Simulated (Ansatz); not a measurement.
# NbTe (P-6m2) in Ansatz: notebook

The runs below take NbTe through relaxation of cell and atoms, with PBEsol.

Everything below comes from runs of Ansatz 0.2.0. Logs are shortened: lines on timing, memory, paths and dates and some standing lists are left out, and cuts for length are marked.

## (1) Starting point

Symmetry: P-6m2, No. 187, hexagonal system. The conventional cell has a = 3.703 Å, b = 3.703 Å, c = 3.694 Å, α = 90.00°, β = 90.00°, γ = 120.00°. Around Te (site symmetry -6m2) lie 6 Nb at 2.83 Å. Around Nb (site symmetry -6m2) lie 6 Te at 2.83 Å.

The cell comes from a database or a generator and needn't be the stable form of this composition.

## (2) Relaxation of cell and atoms, PBEsol

The input, input.yaml:

```yaml
crystal:
  lattice:
    - [3.7029743866, 0.0, 0.0]
    - [-1.8514871933, 3.2068698884, 0.0]
    - [0.0, 0.0, 3.694211]
  atoms:
    - { symbol: Te, position: [0.6666666667, 0.3333333333, 0.0] }
    - { symbol: Nb, position: [0.0, 0.0, 0.5] }
hamiltonian:
  xc: pbesol
  pseudopotentials: { kind: paw }
kpoints:
  mp_grid: { grid: [8, 8, 7] }
scf:
  occupations: { method: fermi_dirac, width: 0.05 }
output:
  forces: true
  stress: true
  eigenvalues: true
relax:
  f_tol: 0.01
  max_steps: 40
  cell: { stress_tol: 0.05 }
```

Potentials or basis: Ansatz PAW.

The run is started by

```sh
$ ansatz run input.yaml --threads 2 --pin off --max-ram 5632MiB --backend cpu --events-out ev --progress --plain --runs-dir out
```

Standard output:

```text
Warning: RAYON_NUM_THREADS=2 ignored (pool sized by the plan → 2); use --threads N
Engine: ansatz 0.2.0, aarch64-unknown-linux-gnu
Pseudopotentials: kind: paw
Pseudopotential: Te, paw, valence charge 16, recommended cutoff 420 eV (normal), Te.paw.azcp
Pseudopotential: Nb, paw, valence charge 13, recommended cutoff 420 eV (normal), Nb.paw.azcp
Functional definition: PBEsol
  exchange = pbesol_x
  correlation = pbesol_c
Crystal: 2 atoms, lattice volume = 43.869 Å³
Basis set: ecut = 420 eV, 865 PW (Γ), exchange–correlation on 50×50×50 points (8 copies of the dense FFT grid, shifted against one another)
Bands: 19, of which v1, the nominal top of the filled ones, is band 15 counted from 1 (14 counted from 0)
Symmetry: 12 space group operations
Space group: P-6m2 (ITA 187), of the structure as read, at distance tolerance 3.5e-5 Å
k-points: 40 of 448 (time reversal used)
Non-local potential: Te, projectors of the file, l = 0: 2, l = 1: 2, l = 2: 2, l = 3: 2
Non-local potential: Nb, projectors of the file, l = 0: 3, l = 1: 2, l = 2: 2, l = 3: 1
PAW form: soft (Blöchl's): semilocal exchange-correlation on the pseudo side does not see the compensation charge
PAW frozen core: Te, regenerated for the run's functional, and the local potential with it (the file was generated under x = pbe(κ = 0.804, μ = 0.2195149727645171), c = pbe(β = 0.06672455060314922))
PAW frozen core: Nb, regenerated for the run's functional, and the local potential with it (the file was generated under x = pbe(κ = 0.804, μ = 0.2195149727645171), c = pbe(β = 0.06672455060314922))
PAW one-centre angular grid: Te, 590 points (default); XC on 64 Gauss nodes
PAW one-centre angular grid: Nb, 590 points (default); XC on 64 Gauss nodes
Initial density: superposition of atomic densities (neutral atoms: chi_scale 0, normalization atom), corrected by the library's trained network
Initial wavefunctions: pseudopotential atomic-orbital guess
Functional: x = pbesol(κ = 0.804, μ = 0.12345679012345678), c = pbesol(β = 0.046)
SCF iter   1: F=—  HF=-11397.362521 eV  |F-HF|=—  |Δ(HF+E_count)|=         —  Δρ=7.33e-3  dr2=1.12e-2  ethr=1.77e-3  ⟨swp⟩=6.0  Hψ=3929  notcnv=0
preconditioner: auto → none  [metal: Δε(μ)=0.062 eV  Ē_g=7.578 eV  σ=0.050 eV  W_gap=0.28  n_scr=8 (ndim 8)  ℏωp=18.6 eV  f_vac=0.000  D(μ)=1.34/eV (n_scr^D=8)  sad-step TF]
SCF iter   2: F=—  HF=-11397.361241 eV  |F-HF|=—  |Δ(HF+E_count)|=   1.28e-3  Δρ=4.33e-3  dr2=4.57e-3  ethr=3.86e-5  ⟨swp⟩=1.3  Hψ=1102  notcnv=0
SCF iter   3: F=—  HF=-11397.360755 eV  |F-HF|=—  |Δ(HF+E_count)|=   4.85e-4  Δρ=2.92e-4  dr2=1.98e-5  ethr=1.57e-5  ⟨swp⟩=2.2  Hψ=1027  notcnv=0
SCF iter   4: F=—  HF=-11397.360738 eV  |F-HF|=—  |Δ(HF+E_count)|=   1.73e-5  Δρ=7.40e-5  dr2=2.90e-6  ethr=6.81e-8  ⟨swp⟩=2.0  Hψ=1348  notcnv=0
iter 5 did not close the SCF: its close was put off for the readings that it lacked (scf_convergence_deferred on its scf_iter line)
SCF iter   5: F=-11397.360737 eV  HF=-11397.360737 eV  |F-HF|=7.65e-9  |Δ(HF+E_count)|=   4.84e-7  Δρ=1.29e-5  dr2=3.45e-8  ethr=1.00e-8  ⟨swp⟩=2.8  Hψ=1324  notcnv=0
SCF iter   6: F=-11397.360737 eV  HF=-11397.360737 eV  |F-HF|=2.44e-10  |Δ(HF+E_count)|=   3.93e-9  Δρ=2.75e-6  dr2=1.17e-9  ethr=1.19e-10  ⟨swp⟩=3.5  Hψ=3166  notcnv=0
SCF 1 converged in 6 iterations: F = -11397.360737 eV  dr2 = 1.17e-9
relax step   1: F+E_penalty+E_count = -11397.36073737 eV  Δ(F+E_penalty+E_count) = +0.000e0 eV  max|allowed force component| = 3.238e-17 eV/Å  Δτ_max = 0.0000 Å  P = -5.245 GPa  Ω = 43.869 Å³  (6 SCF iters, dr2 threshold 1.00e-7 eV, accepted)
Crystal: 2 atoms, lattice volume = 38.538 Å³
Basis set: ecut = 420 eV, 761 PW (Γ), exchange–correlation on 50×50×50 points (8 copies of the dense FFT grid, shifted against one another)
Initial density: handed on by an earlier stage of this run
Initial wavefunctions: those handed on with the density
iter 1 solved again at ethr=1.20e-4 eV; its pass at ethr=3.10e-3 eV (dr2=3.49e-2 eV) is discarded
SCF iter   1: F=—  HF=-11397.270918 eV  |F-HF|=—  |Δ(HF+E_count)|=         —  Δρ=7.08e-3  dr2=3.57e-2  ethr=1.20e-4  ⟨swp⟩=1.1  Hψ=4445  notcnv=0
preconditioner: auto → none  [metal: Δε(μ)=0.063 eV  Ē_g=8.364 eV  σ=0.050 eV  W_gap=0.29  n_scr=8 (ndim 8)  ℏωp=19.8 eV  f_vac=0.000  D(μ)=1.00/eV (n_scr^D=8)]
SCF iter   2: F=—  HF=-11397.262405 eV  |F-HF|=—  |Δ(HF+E_count)|=   8.51e-3  Δρ=2.33e-3  dr2=2.88e-3  ethr=1.20e-4  ⟨swp⟩=2.0  Hψ=1085  notcnv=0
SCF iter   3: F=—  HF=-11397.261872 eV  |F-HF|=—  |Δ(HF+E_count)|=   5.33e-4  Δρ=3.81e-4  dr2=3.70e-5  ethr=9.94e-6  ⟨swp⟩=2.0  Hψ=934  notcnv=0
[... 38 lines left out ...]
preconditioner: auto → none  [metal: Δε(μ)=0.090 eV  Ē_g=7.859 eV  σ=0.050 eV  W_gap=0.41  n_scr=8 (ndim 8)  ℏωp=19.0 eV  f_vac=0.000  D(μ)=1.16/eV (n_scr^D=8)]
SCF iter   2: F=—  HF=-11397.394202 eV  |F-HF|=—  |Δ(HF+E_count)|=   1.71e-5  Δρ=4.26e-5  dr2=6.90e-7  ethr=4.11e-8  ⟨swp⟩=2.0  Hψ=965  notcnv=0
iter 3 did not close the SCF: its close was put off for the readings that it lacked (scf_convergence_deferred on its scf_iter line)
SCF iter   3: F=-11397.394202 eV  HF=-11397.394202 eV  |F-HF|=8.05e-9  |Δ(HF+E_count)|=   1.18e-7  Δρ=1.38e-5  dr2=4.72e-8  ethr=2.38e-9  ⟨swp⟩=2.2  Hψ=937  notcnv=0
iter 4 did not close the SCF: its close was put off for the readings that it lacked (scf_convergence_deferred on its scf_iter line)
SCF iter   4: F=-11397.394202 eV  HF=-11397.394202 eV  |F-HF|=1.15e-10  |Δ(HF+E_count)|=   1.70e-9  Δρ=1.84e-6  dr2=5.23e-10  ethr=1.63e-10  ⟨swp⟩=2.4  Hψ=1142  notcnv=0
iter 5 did not close the SCF: its close was put off for the readings that it lacked (scf_convergence_deferred on its scf_iter line)
SCF iter   5: F=-11397.394202 eV  HF=-11397.394202 eV  |F-HF|=3.64e-12  |Δ(HF+E_count)|=  1.64e-10  Δρ=2.31e-7  dr2=1.10e-11  ethr=1.80e-12  ⟨swp⟩=2.3  Hψ=1131  notcnv=0
SCF iter   6: F=-11397.394202 eV  HF=-11397.394202 eV  |F-HF|=3.64e-12  |Δ(HF+E_count)|=    0.00e0  Δρ=2.68e-8  dr2=1.08e-13  ethr=1.00e-12  ⟨swp⟩=1.0  Hψ=1680  notcnv=0
SCF 5 converged in 6 iterations: F = -11397.394202 eV  dr2 = 1.08e-13
relax step   5: F+E_penalty+E_count = -11397.39420163 eV  Δ(F+E_penalty+E_count) = -3.522e-5 eV  max|allowed force component| = 1.850e-17 eV/Å  Δτ_max = 0.0000 Å  P = +0.010 GPa  Ω = 41.922 Å³  energy of the carried Pulay correction = +3.556e-4 eV  (6 SCF iters, dr2 threshold 1.79e-7 eV, accepted)
Initial wavefunctions: pseudopotential atomic-orbital guess (no wavefunctions were taken with the density)
iter 1 solved again at ethr=3.32e-8 eV; its pass at ethr=3.10e-3 eV (dr2=9.63e-6 eV) is discarded
SCF iter   1: F=—  HF=-11397.393844 eV  |F-HF|=—  |Δ(HF+E_count)|=         —  Δρ=4.96e-5  dr2=1.41e-7  ethr=3.32e-8  ⟨swp⟩=3.4  Hψ=6043  notcnv=0
preconditioner: auto → none  [metal: Δε(μ)=0.091 eV  Ē_g=7.859 eV  σ=0.050 eV  W_gap=0.42  n_scr=8 (ndim 8)  ℏωp=19.0 eV  f_vac=0.000  D(μ)=1.16/eV (n_scr^D=8)]
SCF iter   2: F=—  HF=-11397.393832 eV  |F-HF|=—  |Δ(HF+E_count)|=   1.13e-5  Δρ=2.34e-5  dr2=3.02e-8  ethr=4.87e-10  ⟨swp⟩=2.0  Hψ=1239  notcnv=0
SCF iter   3: F=—  HF=-11397.393832 eV  |F-HF|=—  |Δ(HF+E_count)|=   2.60e-8  Δρ=3.76e-6  dr2=9.17e-10  ethr=1.04e-10  ⟨swp⟩=2.0  Hψ=1248  notcnv=0
SCF iter   4: F=—  HF=-11397.393832 eV  |F-HF|=—  |Δ(HF+E_count)|=   1.20e-9  Δρ=5.77e-7  dr2=4.91e-11  ethr=3.16e-12  ⟨swp⟩=2.8  Hψ=1377  notcnv=0
iter 5 did not close the SCF: its close was put off for the readings that it lacked (scf_convergence_deferred on its scf_iter line)
SCF iter   5: F=-11397.393832 eV  HF=-11397.393832 eV  |F-HF|=3.64e-12  |Δ(HF+E_count)|=  2.18e-11  Δρ=5.89e-8  dr2=1.79e-12  ethr=1.00e-12  ⟨swp⟩=1.0  Hψ=760  notcnv=0
SCF iter   6: F=-11397.393832 eV  HF=-11397.393832 eV  |F-HF|=3.64e-12  |Δ(HF+E_count)|=  3.64e-12  Δρ=9.84e-9  dr2=2.50e-14  ethr=1.00e-12  ⟨swp⟩=4.0  Hψ=3083  notcnv=0
SCF 6 converged in 6 iterations: F = -11397.393832 eV  dr2 = 2.50e-14
relax step   6: F+E_penalty+E_count = -11397.39383245 eV  Δ(F+E_penalty+E_count) = +3.692e-4 eV  max|allowed force component| = 1.850e-17 eV/Å  Δτ_max = 0.0000 Å  P = +0.012 GPa  Ω = 41.922 Å³  stress off target by 2.28e-2 GPa  SCF on the basis re-selected at this cell (its energy is not comparable with the rows above)  (6 SCF iters)
basis re-selected at this cell: Δ(F+E_penalty+E_count) = +3.692e-4 eV, ΔP = +0.002 GPa vs the last step (what re-selecting the basis moved, of the pressure what is left beyond the Pulay correction that the steps carried, after the strain that the cell walked since its last selection, with what the two solves' SCF thresholds leave and, on support functions, any second-order correction that the steps lacked; it is no measure of the basis error at this ecutwfc). This SCF's stress stands 2.28e-2 GPa from its target on what of the cell is left free (relax.cell.stress_tol is 5.00e-2 GPa) and its largest allowed force component is 1.85e-17 eV/Å (relax.f_tol is 1.00e-2 eV/Å): within both
SCF converged after 6 iterations
Free energy (F): -11397.393832 eV
Harris-Foulkes:  -11397.393832 eV  (|F-HF|=3.64e-12)
Internal energy: -11397.384013 eV  (E = F + TS)
E sigma→0 (E₀):  -11397.388923 eV
Entropy (-TS):   -0.009820 eV (-4.910 meV/atom)
Fermi energy:    16.643519 eV
--- Per-component energies (eV) ---
  E_band       = -257.993622
  E_kinetic    = 578.273601
  E_local      = -1662.525721  (includes V_loc(G=0)·N_el)
  E_nonlocal   = -184.023118
  E_hartree    = 909.894744
  E_xc         = -298.808285
  E_vxc        = -318.140472  (∫ρ·V_xc dr)
  E_paw        = -7604.371252  (= ΣΔE_a)
  E_vpaw       = -491.367226  (= ΣTr[D̂ρ^β])
  E_aug_tail   = -0.000171  (compensation charges beyond the density's cutoff)
  E_ewald      = -3136.387335
  E_core_change = 0.563524  (= ΣΔE_core)
  E_smearing   = -0.009820  (= −TS)
  E_closure    = 0.000000  (closes the sum)
  Σ components = -11397.393832   (vs F -11397.393832, Δ=0.00e0)
--- Forces (eV/Å), atoms counted from 1 ---
  atom   1  Te     0.00000000    -0.00000000     0.00000000
  atom   2  Nb     0.00000000    -0.00000000     0.00000000
  max |Σ_I F_I| component: 1.11e-16 eV/Å
--- Stress (GPa, compression-positive) ---
        0.022757       0.000000       0.000000
        0.000000       0.022757       0.000000
        0.000000       0.000000      -0.008392
  P = ⅓ Tr σ = 0.0124 GPa (0.124 kbar)
--- Band table (eV; the first three rows and the last of 40) ---
  k-point 0: bands = ["-38.7902", "-21.4346", "-21.4346", "-21.4233", "-21.4233", "-21.4224", "-15.0444", "-14.8166", "-14.8166", "2.0658", "13.4067", "13.4582", "13.4582", "14.1531", "16.7728", "16.7728", "19.2517", "19.2517", "19.7940"]
  k-point 1: bands = ["-38.7891", "-21.4343", "-21.4343", "-21.4246", "-21.4246", "-21.4198", "-15.0692", "-14.8141", "-14.8141", "2.2782", "12.0846", "13.5788", "13.5788", "14.9575", "16.3267", "16.3267", "19.4980", "19.4980", "20.2886"]
  k-point 2: bands = ["-38.7866", "-21.4333", "-21.4333", "-21.4277", "-21.4277", "-21.4139", "-15.1245", "-14.8086", "-14.8086", "2.8295", "10.2891", "13.8475", "13.8475", "15.7481", "15.7481", "16.0097", "19.2035", "19.2035", "21.0972"]
  k-point 39: bands = ["-38.7727", "-21.4394", "-21.4310", "-21.4266", "-21.4207", "-21.4003", "-15.1071", "-14.9385", "-14.8798", "4.3476", "10.1720", "10.7980", "11.9363", "15.3149", "17.8091", "18.4625", "19.0263", "19.2583", "20.2253"]
--- Relaxed structure (5 steps of the walk, 4 accepted, 1 SCFs on fresh bases) ---
  F+E_penalty+E_count = -11397.39383245 eV   max|allowed force component| = 1.850e-17 eV/Å   (the final SCF, on the basis selected at the relaxed cell)
  cell:  # Å, volume = 41.9221 Å³
    - [3.6298762600320122, 0.0, 0.0]
    - [-1.8149381300160061, 3.143565053781771, 0.0]
    - [0.0, 0.0, 3.6739123223302226]
  atoms:
    - { symbol: Te, position: [0.6666666666666667, 0.33333333333333337, 0.0] }
    - { symbol: Nb, position: [-2.775557561562892e-17, -5.1248110351025006e-33, 0.5] }
```

Run time: 12 s. Hardware: 2 threads of Arm Neoverse V1, shared host; peak memory 0.35 GiB.

Results:

```
Free energy                            : -11397.3938 eV
Relaxed volume                         : 20.96 Å³/atom
Relaxed cell                           : a = 3.630 Å, b = 3.630 Å, c = 3.674 Å, α = 90.00°, β = 90.00°, γ = 120.00°
Space group after relaxing (to 0.05 Å) : P-6m2 (No. 187)
Energy gained by relaxing              : 16.5 meV/atom
Ionic steps                            : 5
Pressure after relaxing                : 0.0 GPa
Band gap on the k mesh                 : none (metal or under the smearing width)
```

The path:
| step | energy change (eV) | largest force (eV/Å) | volume (Å³) |
| --- | --- | --- | --- |
| 1 | 0.0000 | 0.0000 | 43.87 |
| 2 | -0.0326 | 0.0000 | 42.19 |
| 3 | -0.0334 | 0.0000 | 41.90 |
| 4 | -0.0335 | 0.0000 | 41.92 |
| 5 | -0.0331 | 0.0000 | 41.92 |

Final structure:
```cif
data_structure
_symmetry_space_group_name_H-M 'P 1'
_symmetry_Int_Tables_number 1
_cell_length_a 3.6299
_cell_length_b 3.6299
_cell_length_c 3.6739
_cell_angle_alpha 90.000
_cell_angle_beta 90.000
_cell_angle_gamma 120.000
_cell_volume 41.92
loop_
_atom_site_label
_atom_site_type_symbol
_atom_site_fract_x
_atom_site_fract_y
_atom_site_fract_z
_atom_site_occupancy
Te1 Te 0.66667 0.33333 0.00000 1
Nb1 Nb 0.00000 0.00000 0.50000 1
```

Levels at points of the mesh, in eV from the Fermi level:
```tsv
k point	band 13	band 14	band 15	band 16	band 17	band 18
(0.00, 0.00, 0.00)	-3.19	-2.49	0.13	0.13	2.61	2.61
(0.00, -0.50, 0.00)	-2.84	-2.56	-0.23	1.35	1.68	3.12
```

Caveat: the plane-wave basis is chosen anew once the cell has moved, so the energies of steps on either side of that aren't comparable; the PAW data sets come from PBE, with cores solved anew for the run's functional, which leaves a small shift of forces and pressure. The run has no spin-orbit coupling, so splittings on Te are missing.

## (3) Relaxation of cell and atoms, PBEsol, target pressure 2 GPa, at which the enthalpy is minimised

input.yaml: that of step 2 with these lines changed.

```diff
@@ -22,2 +22,2 @@
   max_steps: 40
-  cell: { stress_tol: 0.05 }
+  cell: { stress_tol: 0.05, p_target: 2.0 }
```

Potentials or basis: Ansatz PAW.

The run is started by

```sh
$ ansatz run input.yaml --threads 2 --pin off --max-ram 5632MiB --backend cpu --events-out ev --progress --plain --runs-dir out
```

Wall time 12 s (2 threads of Arm Neoverse V1, shared host); peak memory 0.35 GiB.

Results (log left out):

```yaml
Free_energy: -11397.3900 eV
Relaxed_volume: 20.65 Å³/atom
Relaxed_cell: a = 3.607 Å, b = 3.607 Å, c = 3.666 Å, α = 90.00°, β = 90.00°, γ = 120.00°
Space_group_after_relaxing_to_0.05_Å: P-6m2 (No. 187)
Energy_change_on_relaxing_the_enthalpy_is_what_falls: -14.6 meV/atom
Ionic_steps: 5
Pressure_after_relaxing: 2.0 GPa
Band_gap_on_the_k_mesh: none (metal or under the smearing width)
```

The path:
| step | energy change (eV) | largest force (eV/Å) | volume (Å³) |
| --- | --- | --- | --- |
| 1 | 0.0000 | 0.0000 | 43.87 |
| 2 | -0.0326 | 0.0000 | 41.67 |
| 3 | -0.0291 | 0.0000 | 41.26 |
| 4 | -0.0297 | 0.0000 | 41.30 |
| 5 | -0.0292 | 0.0000 | 41.30 |

Final structure:
```
Te Nb
1.0
     3.60684    0.00000    0.00000
    -1.80342    3.12362    0.00000
     0.00000    0.00000    3.66595
Te Nb
1 1
Cartesian
  1.8034 1.0412 0.0000
  0.0000 0.0000 1.8330
```

Levels at points of the mesh, in eV from the Fermi level:
```tsv
k point	band 12	band 13	band 14	band 15	band 16	band 17	band 18	band 19
(0.00, 0.00, 0.00)	-3.20	-3.20	-2.53	0.13	0.13	2.67	2.67	3.27
(0.00, -0.50, 0.00)	-4.16	-2.90	-2.55	-0.24	1.39	1.75	3.15	3.98
```

Caveat: the plane-wave basis is chosen anew once the cell has moved, so the energies of steps on either side of that aren't comparable; the PAW data sets come from PBE, with cores solved anew for the run's functional, which leaves a small shift of forces and pressure. Spin-orbit coupling is left out, which matters for the levels of Te.

[end of part 1 of 2]
